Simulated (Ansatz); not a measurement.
# B2AsN (ordered alloy on zincblende lattice): testing the settings of Wannier runs, part 2 of 2

Which of these Wannier inputs for B2AsN (ordered alloy on zincblende lattice) end well? Each is run as it stands.

Ansatz 0.2.0; plane waves, PAW; the settings change from run to run, as each input shows. Earlier steps stand in the parts before.

**4. Input 3**

input.yaml

```yaml
crystal:
  lattice:
    - [2.9886495554, 0.0, 0.0]
    - [0.0, 2.9886495554, 0.0]
    - [0.0, 0.0, 4.2744726611]
  atoms:
    - { symbol: "N", position: [0.0, 0.0, 0.0] }
    - { symbol: B, position: [0.0, 0.5, 0.8013540284] }
    - { symbol: As, position: [0.5, 0.5, 0.5] }
    - { symbol: B, position: [0.5, 0.0, 0.1986459716] }
kpoints:
  mp_grid: { grid: [6, 6, 6] }
  band_path:
    path:
      - [[0.0, 0.0, 0.0], [1.287751775646e-51, 0.5, 9.821690290089e-34], [0.5, 0.5, -6.208959742256e-20], [0.0, 0.0, 0.0], [-6.843992762052e-37, -1.34400123845e-50, 0.5], [-6.843992762052e-37, 0.5, 0.5], [0.5, 0.5, 0.5], [-6.843992762052e-37, -1.34400123845e-50, 0.5]]
      - [[1.287751775646e-51, 0.5, 9.821690290089e-34], [-6.843992762052e-37, 0.5, 0.5]]
      - [[0.5, 0.5, -6.208959742256e-20], [0.5, 0.5, 0.5]]
    npoints: 10
hamiltonian:
  xc: pbe
scf:
  occupations: { method: fermi_dirac, width: 0.02 }
  n_extra_bands: 12
output:
  forces: false
  stress: false
  eigenvalues: true
  wannier:
    kmesh: [6, 6, 4]
    projections:
      - { species: As, l: s, shell: 4 }
      - { species: B, l: s, shell: 2 }
      - { species: "N", l: p, shell: 2 }
      - { species: B, l: p, shell: 2 }
    minimise: true
    write_hr: true
    conv_tol: 1.0e-08
    max_iter: 1000
    disentanglement: { window: [2.51, 24.51], frozen_window: [7.01, 13.31] }
```

The run is started by

```
$ ansatz run input.yaml --threads 4 --pin off --max-ram 3686MiB --backend cpu --events-out ev --progress --plain --runs-dir out
```

Output:

```text
Warning: RAYON_NUM_THREADS=4 ignored (pool sized by the plan → 4); use --threads N
scf.n_extra_bands = 12 over 13 filled bands (N_el = 26.0): the run solves 25 bands
Engine: ansatz 0.2.0, x86_64-unknown-linux-gnu
Pseudopotentials: kind: paw
Pseudopotential: N, paw, valence charge 5, recommended cutoff 420 eV (normal), N.paw.azcp
Pseudopotential: B, paw, valence charge 3, recommended cutoff 420 eV (normal), B.paw.azcp
Pseudopotential: As, paw, valence charge 15, recommended cutoff 420 eV (normal), As.paw.azcp
Functional definition: PBE
  parameter kappa = 0.804
  parameter beta = 0.06672455060314922
  exchange = pbe_x(kappa = kappa, mu = beta*pi^2/3)
  correlation = pbe_c(beta = beta)
Crystal: 4 atoms, lattice volume = 38.180 Å³
Basis set: ecut = 420 eV, 715 PW (Γ)
Bands: 25, of which v1, the nominal top of the filled ones, is band 13 counted from 1 (12 counted from 0)
Symmetry: 8 space group operations
Space group: P-4m2 (ITA 115), of the structure as read, at distance tolerance 3.4e-5 Å
k-points: 40 of 216 (time reversal used)
Non-local potential: N, projectors of the file, l = 0: 2, l = 1: 2, l = 2: 1
Non-local potential: B, projectors of the file, l = 0: 2, l = 1: 2, l = 2: 1
Non-local potential: As, projectors of the file, l = 0: 2, l = 1: 2, l = 2: 3, l = 3: 1
PAW form: soft (Blöchl's): semilocal exchange-correlation on the pseudo side does not see the compensation charge
PAW one-centre angular grid: N, 110 points (default); XC on 64 Gauss nodes
PAW one-centre angular grid: B, 110 points (default); XC on 64 Gauss nodes
PAW one-centre angular grid: As, 590 points (default); XC on 64 Gauss nodes
Initial density: superposition of atomic densities (neutral atoms: chi_scale 0, normalization atom), corrected by the library's trained network
Initial wavefunctions: pseudopotential atomic-orbital guess
Functional: x = pbe(κ = 0.804, μ = 0.2195149727645171), c = pbe(β = 0.06672455060314922)
SCF iter   1: F=—  HF=-5551.495968 eV  |F-HF|=—  |Δ(HF+E_count)|=         —  Δρ=6.67e-3  dr2=1.61e-2  ethr=1.77e-3  ⟨swp⟩=5.7  Hψ=4923  notcnv=0  defer=6
preconditioner: auto → none  [insulator: Δε(μ)=0.327 eV  Ē_g=17.544 eV  σ=0.020 eV  W_gap=0.56  n_scr=6 (ndim 8)  ℏωp=24.0 eV  f_vac=0.000  D(μ)=0.28/eV (n_scr^D=0)  ε∞_Penn≈2.9]
SCF iter   2: F=—  HF=-5551.492096 eV  |F-HF|=—  |Δ(HF+E_count)|=   3.87e-3  Δρ=2.60e-3  dr2=2.01e-3  ethr=6.19e-5  ⟨swp⟩=2.0  Hψ=1588  notcnv=0  defer=211
SCF iter   3: F=—  HF=-5551.492102 eV  |F-HF|=—  |Δ(HF+E_count)|=   6.06e-6  Δρ=5.18e-4  dr2=6.68e-5  ethr=7.71e-6  ⟨swp⟩=2.8  Hψ=1547  notcnv=0  defer=211
SCF iter   4: F=—  HF=-5551.492115 eV  |F-HF|=—  |Δ(HF+E_count)|=   1.28e-5  Δρ=1.60e-4  dr2=4.25e-6  ethr=2.57e-7  ⟨swp⟩=2.0  Hψ=1310  notcnv=0  defer=211
SCF iter   5: F=—  HF=-5551.492120 eV  |F-HF|=—  |Δ(HF+E_count)|=   5.61e-6  Δρ=4.00e-5  dr2=3.00e-7  ethr=1.63e-8  ⟨swp⟩=2.0  Hψ=1239  notcnv=0  defer=211
SCF iter   6: F=-5551.492121 eV  HF=-5551.492121 eV  |F-HF|=2.67e-9  |Δ(HF+E_count)|=   4.47e-7  Δρ=3.28e-6  dr2=2.41e-9  ethr=3.85e-10  ⟨swp⟩=6.1  Hψ=4071  notcnv=0
SCF 1 converged in 6 iterations: F = -5551.492121 eV  dr2 = 2.41e-9
NSCF: frozen V_eff on 93 k-points
NSCF: frozen V_eff on 33 k-points
the Wannier pass solved 33 of the 144 points of its mesh, and has the states at the others by symmetry: states obtained by the crystal's operations at points that were solved too leave a residual of 2.16e-13 eV (read by the count's bands and the next), within 6.67e-6 eV
NSCF: frozen V_eff on 33 k-points
the Wannier pass solved 33 of the 144 points of its mesh, and has the states at the others by symmetry: states obtained by the crystal's operations at points that were solved too leave a residual of 3.50e-13 eV (read by the count's bands and the next), within 6.67e-6 eV
SCF converged after 6 iterations
Free energy (F): -5551.492121 eV
Harris-Foulkes:  -5551.492121 eV  (|F-HF|=2.67e-9)
Internal energy: -5551.491769 eV  (E = F + TS)
E sigma→0 (E₀):  -5551.491945 eV
Entropy (-TS):   -0.000352 eV (-0.088 meV/atom)
Fermi energy:    12.520689 eV
--- Per-component energies (eV) ---
  E_band       = -163.687828
  E_kinetic    = 332.409528
  E_local      = -1863.577404  (includes V_loc(G=0)·N_el)
  E_nonlocal   = -602.814870
  E_hartree    = 997.915268
  E_xc         = -204.083992
  E_vxc        = -232.825200  (∫ρ·V_xc dr)
  E_paw        = -2119.789695  (= ΣΔE_a)
  E_vpaw       = 207.289302  (= ΣTr[D̂ρ^β])
  E_aug_tail   = 0.000091  (compensation charges beyond the density's cutoff)
  E_ewald      = -2091.550694
  E_smearing   = -0.000352  (= −TS)
  E_closure    = 0.000000  (closes the sum)
  Σ components = -5551.492121   (vs F -5551.492121, Δ=0.00e0)
--- Band table (eV; the first three rows and the last of 40) ---
  k-point 0: bands = ["-23.3137", "-23.2560", "-23.2560", "-23.2499", "-23.2374", "-6.4361", "-1.2147", "2.7997", "6.2070", "6.2070", "11.1962", "12.4968", "12.5111", "12.5111", "15.3097", "16.5880", "16.6073", "16.6073", "19.4621", "22.9255", "24.5902", "24.5902", "28.2219", "28.4020", "30.1531"]
  k-point 1: bands = ["-23.3136", "-23.2560", "-23.2560", "-23.2499", "-23.2372", "-6.3136", "-1.7897", "3.5788", "6.2917", "6.2917", "10.4531", "12.0432", "12.0432", "12.8502", "15.4769", "16.5293", "17.2359", "17.2359", "19.8248", "23.1043", "24.2320", "24.2320", "26.2009", "28.4706", "30.3641"]
  k-point 2: bands = ["-23.3136", "-23.2561", "-23.2561", "-23.2499", "-23.2368", "-6.0115", "-2.7330", "5.1402", "6.4811", "6.4811", "9.0423", "11.2830", "11.2830", "13.2897", "15.4384", "17.1088", "18.4227", "18.4227", "20.1434", "22.6961", "23.3907", "23.3907", "25.2277", "27.4406", "30.9908"]
  k-point 39: bands = ["-23.2746", "-23.2692", "-23.2692", "-23.2469", "-23.2156", "-3.7751", "1.7461", "3.2985", "3.2985", "5.5673", "5.5673", "5.6613", "5.9059", "17.0420", "18.0309", "18.0309", "19.4286", "19.8729", "21.2664", "21.7982", "21.7982", "26.0307", "26.0307", "26.1499", "30.5272"]
Error: a combination of the trial orbitals is all but absent from every band inside the outer window at ik = 14: its weight there is 2.7e-15 of the largest combination's or less, which the computation cannot tell from zero, so that the projections give no starting gauge (the trial orbitals are those of output.wannier.projections, and ik = 14 is k-point 15 of the .win and .amn files); widen output.wannier.disentanglement.window
```

Run time: 4.4 s. Hardware: 4 threads of Intel Xeon Platinum 8259CL at 2.50GHz (Skylake/Cascade Lake), shared host; peak memory 0.43 GiB.

Diagnosis: The run stopped with an error. Some combination of the trial orbitals has almost no weight, at one k point, in the states chosen from the window. Fix: choose trial orbitals that match the bands, or move the windows as the message advises.

**5. How the runs ended**

What follows sums up all 2 parts.

```tsv
input	settings	ended	fault	time
1	r2SCAN, 6 functions, 6×6×4, window 2.46 to 24.63 eV, frozen 5.46 to 13.43 eV	stopped by an error	some combination of the trial orbitals has almost no weight, at one k point, in the states chosen from the window	7.4 s
2	PBE, 4 functions, 6×6×4, window 3.38 to 25.05 eV, frozen 7.52 to 13.99 eV	stopped by an error	some combination of the trial orbitals has almost no weight, at one k point, in the states chosen from the window	8.5 s
3	PBE, 12 functions, 6×6×4, window 2.51 to 24.51 eV, frozen 7.01 to 13.31 eV	stopped by an error	some combination of the trial orbitals has almost no weight, at one k point, in the states chosen from the window	4.4 s
```

3 stopped by an error. No run passed without a fault or warning, so no result is quoted.
